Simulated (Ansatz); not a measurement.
# C₂H₆ClNOSi: one species, many methods

The task here is to estimate one member of a computed series from the others.

Method: functionals in def2-TZVPP, the program's frozen cores in correlated methods; program: Ansatz 0.2.0, Gaussian basis.

Plan: PBE-D4, r2SCAN-D4, PBE0-D4, B3LYP-D4, ωB97X-V, ωB97M-V, B2PLYP; CCSD(T)/def2-TZVPP; MP2/def2-QZVPP; extrapolation to the limit.

## Structure used throughout

An earlier PBE0-D4 in a triple-zeta def2 set relaxation fixed the geometry.

SMILES `N[SiH](C=O)CCl`, 12 atoms, charge 0, spin multiplicity 1.

Atoms are counted from 1 here; the program's logs count them from 0.

Bond lengths: N1–Si2 1.701 Å, N1–H7 1.004 Å, N1–H8 1.009 Å, Si2–C3 1.925 Å, Si2–C5 1.884 Å, Si2–H9 1.488 Å, C3–O4 1.209 Å, C3–H10 1.113 Å, C5–Cl6 1.790 Å, C5–H11 1.090 Å, C5–H12 1.091 Å. Angles: Si2–N1–H7 124.8°, Si2–N1–H8 117.0°, H7–N1–H8 113.0°, N1–Si2–C3 103.1°, N1–Si2–C5 113.7°, N1–Si2–H9 115.2°, C3–Si2–C5 107.7°, C3–Si2–H9 110.7°, C5–Si2–H9 106.3°, Si2–C3–O4 119.6°, Si2–C3–H10 121.1°, O4–C3–H10 119.3°, Si2–C5–Cl6 107.4°, Si2–C5–H11 112.3°, Si2–C5–H12 113.0°, Cl6–C5–H11 107.9°, Cl6–C5–H12 107.6°, H11–C5–H12 108.4°.

Set-up of the first run:

Input file in.yaml:

```yaml
crystal:
  periodic: [false, false, false]
  atoms:
    - {symbol: N, position_ang: [-1.761120, -0.258094, 0.204092]}
    - {symbol: Si, position_ang: [-0.224898, 0.456457, 0.055189]}
    - {symbol: C, position_ang: [0.720023, -0.216579, 1.591368]}
    - {symbol: O, position_ang: [0.143386, -0.923168, 2.384776]}
    - {symbol: C, position_ang: [0.718378, -0.091531, -1.481256]}
    - {symbol: Cl, position_ang: [2.333150, 0.678049, -1.422323]}
    - {symbol: H, position_ang: [-2.606292, 0.110209, -0.193968]}
    - {symbol: H, position_ang: [-1.924673, -0.824751, 1.023182]}
    - {symbol: H, position_ang: [-0.217234, 1.944385, 0.042065]}
    - {symbol: H, position_ang: [1.794859, 0.021069, 1.754646]}
    - {symbol: H, position_ang: [0.863687, -1.171539, -1.514494]}
    - {symbol: H, position_ang: [0.237634, 0.220193, -2.409178]}
basis:
  gaussian: {orbitals: def2-TZVPP}
hamiltonian: {xc: pbe, dispersion: d4}
output: {forces: true, orbitals: {seedname: orbitals}}
```

Command:

```console
$ ansatz run in.yaml --threads 2 --pin off --events-out ev --progress --plain --max-ram 22528MiB --backend cuda --devices 0, --max-vram 18GiB
```

Steps of the session up to this table: PBE-D4 (GGA); r2SCAN-D4 (meta-GGA); PBE0-D4 (hybrid); B3LYP-D4 (hybrid); ωB97X-V (range-separated); ωB97M-V (range-separated); B2PLYP (double hybrid); CCSD(T) in def2-TZVPP; MP2 in def2-QZVPP.

One table of the session follows, with a row left open; its other results are not shown here.

It belongs to the step «Atomisation energies». 

```
            method  atomisation energy (kcal/mol)
            PBE-D4                         1084.6
         r2SCAN-D4                              ?
           PBE0-D4                         1058.9
          B3LYP-D4                         1056.9
           ωB97X-V                         1062.2
           ωB97M-V                         1062.7
            B2PLYP                         1044.3
     HF/def2-TZVPP                          736.0
    MP2/def2-TZVPP                         1046.4
   CCSD/def2-TZVPP                         1005.3
CCSD(T)/def2-TZVPP                         1024.5
           MP2/CBS                         1079.3
       CCSD(T)/CBS                         1057.4
```

Estimate the missing values for r2SCAN-D4.

As computed: atomisation energy (kcal/mol): 1057.9. In the column «atomisation energy (kcal/mol)» it lies between CCSD(T)/CBS (1057.4) and PBE0-D4 (1058.9).
